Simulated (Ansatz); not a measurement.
# Li16H: the cost of one run

Program: Ansatz 0.2.0. Level of theory: DFT LDA, plane waves, PAW, scalar-relativistic, no spin polarisation. These are calculated values, not measurements.

### 1 The starting structure

The cell holds 17 atoms (HLi16): a = 6.980 Å, b = 6.980 Å, c = 6.980 Å, α = 90.00°, β = 90.00°, γ = 90.00°.

The coordinates stand in the first input below.

### 2 Relaxing end A

input.yaml

```yaml
crystal:
  lattice:
    - [6.98, 0.0, 0.0]
    - [0.0, 6.98, 0.0]
    - [0.0, 0.0, 6.98]
  atoms:
    - { symbol: Li, position: [0.0, 0.0, 0.0] }
    - { symbol: Li, position: [0.5, 0.0, 0.0] }
    - { symbol: Li, position: [0.0, 0.5, 0.0] }
    - { symbol: Li, position: [0.0, 0.0, 0.5] }
    - { symbol: Li, position: [0.25, 0.25, 0.25] }
    - { symbol: Li, position: [0.5, 0.5, 0.0] }
    - { symbol: Li, position: [0.5, 0.0, 0.5] }
    - { symbol: Li, position: [0.75, 0.25, 0.25] }
    - { symbol: Li, position: [0.0, 0.5, 0.5] }
    - { symbol: Li, position: [0.25, 0.75, 0.25] }
    - { symbol: Li, position: [0.25, 0.25, 0.75] }
    - { symbol: Li, position: [0.5, 0.5, 0.5] }
    - { symbol: Li, position: [0.75, 0.75, 0.25] }
    - { symbol: Li, position: [0.75, 0.25, 0.75] }
    - { symbol: Li, position: [0.25, 0.75, 0.75] }
    - { symbol: Li, position: [0.75, 0.75, 0.75] }
    - { symbol: H, position: [0.8792994, 0.008599, 0.2492533] }
basis:
  ecutwfc: 420.0
kpoints:
  mp_grid: { grid: [3, 3, 3] }
hamiltonian:
  xc: lda
scf:
  occupations: { method: fermi_dirac, width: 0.1 }
  lower_state_search: "off"
relax:
  f_tol: 0.03
  max_steps: 60
  adjacent_minimum: "off"
```

On the command line:

```
> ansatz run input.yaml --threads 2 --pin off --max-ram 5120MiB --backend cpu --events-out ev --progress --plain --runs-dir out
```

Q: Estimate wall time and peak memory on 2 threads of an x86-64 CPU, shared host.

About 15 s, with a peak of 0.59 GiB.
